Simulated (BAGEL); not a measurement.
# B3LYP/6-31G(d) (density fitting with qzvpp-jkfit, spherical functions) run of CHAlFO+ (SMILES [O+]#[C][AlH][F])

Aim: the energy change on altering one bond length of CHAlFO+ at B3LYP/6-31G* (density fitting with qzvpp-jkfit, spherical functions), from 2 runs. 

The results are computed with BAGEL 1.2.2.

## (1) The system as given

CHAlFO+: 5 atoms, total charge +1, spin state singlet. SMILES: `[O+]#[C][AlH][F]`. The shape comes from GFN2-xTB, which is rough for such elements, and wasn't checked as a minimum.

Bond lengths: O1–C2 1.103 Å, C2–Al3 2.205 Å, Al3–F4 1.616 Å, Al3–H5 1.492 Å. Angles: O1–C2–Al3 171.0°, C2–Al3–F4 96.6°, C2–Al3–H5 117.4°, F4–Al3–H5 146.0°.

## (2) The energy at B3LYP/6-31G(d) (density fitting with qzvpp-jkfit, spherical functions)

The input, dft.json:

```json
{ "bagel": [

{
  "title": "molecule",
  "basis": "6-31gs.json",
  "df_basis": "qzvpp-jkfit",
  "angstrom": true,
  "geometry": [
    { "atom": "O", "xyz": [    0.875470,   -1.765280,    1.316800 ] },
    { "atom": "C", "xyz": [    0.590070,   -0.886690,    0.714870 ] },
    { "atom": "Al", "xyz": [   -0.292060,    0.719910,   -0.510680 ] },
    { "atom": "F", "xyz": [   -1.742320,    0.033220,   -0.702740 ] },
    { "atom": "H", "xyz": [    0.568840,    1.898850,   -0.818240 ] }
  ]
},
{
  "title": "ks",
  "xc_func": "b3lyp",
  "charge": 1
},
{
  "title": "print",
  "file": "orbitals.molden",
  "orbitals": true
}

]}
```

The basis set 6-31G* is read from a file made from the Basis Set Exchange's data (not shown).

On the command line:

```console
BAGEL_NUM_THREADS=1 BAGEL dft.json > dft.out
```

Standard output:

```text
* using 1 threads per process

  ===============================================================
  ===============================================================

  *** Geometry ***

  { "atom" : "O", "xyz" : [      1.654399,     -3.335896,      2.488391 ] },
  { "atom" : "C", "xyz" : [      1.115071,     -1.675601,      1.350909 ] },
  { "atom" : "Al", "xyz" : [     -0.551913,      1.360433,     -0.965045 ] },
  { "atom" : "F", "xyz" : [     -3.292508,      0.062777,     -1.327986 ] },
  { "atom" : "H", "xyz" : [      1.074952,      3.588306,     -1.546250 ] },

  Number of auxiliary basis functions:      375

  Since a DF basis is specified, we compute 2- and 3-index integrals:
    o Being stored without compression. Storage requirement is 0.012 GB

  Number of basis functions:       62
  Number of electrons      :       37

    * METHOD: MOLECULE                             0.19

  *** Kohn-Sham DFT ***

    * Removing 7289 points whose weight is below 1.00e-10
    * Grid points: 67241

  === Nuclear Repulsion ===
   125.0065862181

       - DIIS with orbital gradients will be used.

  === KS iteration (b3lyp / 6-31gs.json) ===
      0       -435.70971807          0.14344994           0.24
      1       -414.34538156          0.18000415           0.20
      2       -433.01098368          0.20955617           0.18
      3       -450.21880306          0.10988379           0.18
      4       -454.09891550          0.07523868           0.18
      5       -455.74953988          0.02667664           0.18
      6       -455.85953480          0.01961117           0.18
      7       -455.91478862          0.01462024           0.18
      8       -455.95235995          0.00476716           0.18
      9       -455.95744211          0.00030780           0.18
     10       -455.95746420          0.00004268           0.18
     11       -455.95746458          0.00000996           0.18
     12       -455.95746461          0.00000345           0.18
     13       -455.95746461          0.00000098           0.18
     14       -455.95746462          0.00000018           0.18
     15       -455.95746462          0.00000006           0.18
     16       -455.95746462          0.00000001           0.18
     17       -455.95746462          0.00000001           0.18
    * SCF iteration converged.

    * Permanent dipole moment:
           (   -1.097724,    -0.706915,    -0.039384) a.u.

    * METHOD: KS                                   3.69

    * METHOD: PRINT                                0.02

  ===============================================================
```

Run time: 4.2 s. Hardware: 1 thread of Arm Neoverse N1, shared host; peak memory 0.23 GiB.

## (3) The distorted shape, same level

The input, job.json:

```json
{ "bagel": [

{
  "title": "molecule",
  "basis": "6-31gs.json",
  "df_basis": "qzvpp-jkfit",
  "angstrom": true,
  "geometry": [
    { "atom": "O", "xyz": [       1.310555,      -1.559270,       1.374419 ] },
    { "atom": "C", "xyz": [       1.025155,      -0.680680,       0.772489 ] },
    { "atom": "Al", "xyz": [       0.143025,       0.925920,      -0.453061 ] },
    { "atom": "F", "xyz": [      -1.742320,       0.033220,      -0.702740 ] },
    { "atom": "H", "xyz": [       1.003925,       2.104860,      -0.760621 ] }
  ]
},

{
  "title": "ks",
  "xc_func": "b3lyp",
  "charge": 1
},

{
  "title": "print",
  "file": "orbitals.molden",
  "orbitals": true
}

]}
```

The basis set 6-31G* is read from a file made from the Basis Set Exchange's data (not shown).

On the command line:

```console
BAGEL_NUM_THREADS=1 BAGEL job.json > job.out
```

Standard output:

```text
* using 1 threads per process

  ===============================================================
  ===============================================================

  *** Geometry ***

  { "atom" : "O", "xyz" : [      2.476590,     -2.946593,      2.597275 ] },
  { "atom" : "C", "xyz" : [      1.937262,     -1.286299,      1.459793 ] },
  { "atom" : "Al", "xyz" : [      0.270278,      1.749735,     -0.856161 ] },
  { "atom" : "F", "xyz" : [     -3.292508,      0.062777,     -1.327986 ] },
  { "atom" : "H", "xyz" : [      1.897143,      3.977609,     -1.437365 ] },

  Number of auxiliary basis functions:      375

  Since a DF basis is specified, we compute 2- and 3-index integrals:
    o Being stored without compression. Storage requirement is 0.012 GB

  Number of basis functions:       62
  Number of electrons      :       37

    * METHOD: MOLECULE                             0.19

  *** Kohn-Sham DFT ***

    * Removing 6905 points whose weight is below 1.00e-10
    * Grid points: 67625

  === Nuclear Repulsion ===
   114.2625157021

       - DIIS with orbital gradients will be used.

  === KS iteration (b3lyp / 6-31gs.json) ===
      0       -436.31726716          0.13915561           0.24
      1       -404.26760587          0.19922513           0.20
      2       -334.49912118          0.24300890           0.18
      3       -450.50653691          0.10073929           0.18
      4       -443.43606295          0.12487774           0.18
      5       -454.49101339          0.06024480           0.18
      6       -455.63682275          0.03074950           0.18
      7       -455.78330969          0.02126821           0.18
      8       -455.84925739          0.01137574           0.18
      9       -455.88326040          0.00162766           0.18
     10       -455.88400750          0.00046434           0.18
     11       -455.88407307          0.00002739           0.18
     12       -455.88407336          0.00000616           0.18
     13       -455.88407337          0.00000295           0.18
     14       -455.88407338          0.00000291           0.18
     15       -455.88407338          0.00000062           0.18
     16       -455.88407338          0.00000006           0.18
     17       -455.88407338          0.00000004           0.18
     18       -455.88407338          0.00000002           0.18
     19       -455.88407338          0.00000001           0.18
    * SCF iteration converged.

    * Permanent dipole moment:
           (   -1.758578,    -0.980595,    -0.148435) a.u.

    * METHOD: KS                                   4.02

    * METHOD: PRINT                                0.02

  ===============================================================
```

Run time: 4.5 s. Hardware: 1 thread of Arm Neoverse N1, shared host; peak memory 0.23 GiB.

## (4) Results

Level: B3LYP/6-31G* (density fitting with qzvpp-jkfit, spherical functions).

| quantity | value |
| --- | --- |
| first shape: total energy | -455.95746 Eh |
| first shape: HOMO energy | -16.23 eV |
| first shape: LUMO energy | -8.78 eV |
| first shape: HOMO–LUMO gap | 7.44 eV |
| distorted shape: total energy | -455.88407 Eh |
| distorted shape: HOMO energy | -14.37 eV |
| distorted shape: LUMO energy | -9.24 eV |
| distorted shape: HOMO–LUMO gap | 5.13 eV |
| energy change with the Al3–F4 bond stretched from 1.616 to 2.101 Å | 1.997 eV |

**Reading.** With the Al3–F4 bond stretched from 1.616 to 2.101 Å the energy rises by 2.00 eV (46 kcal/mol). The first shape isn't relaxed at this level, so the change isn't measured from a minimum.
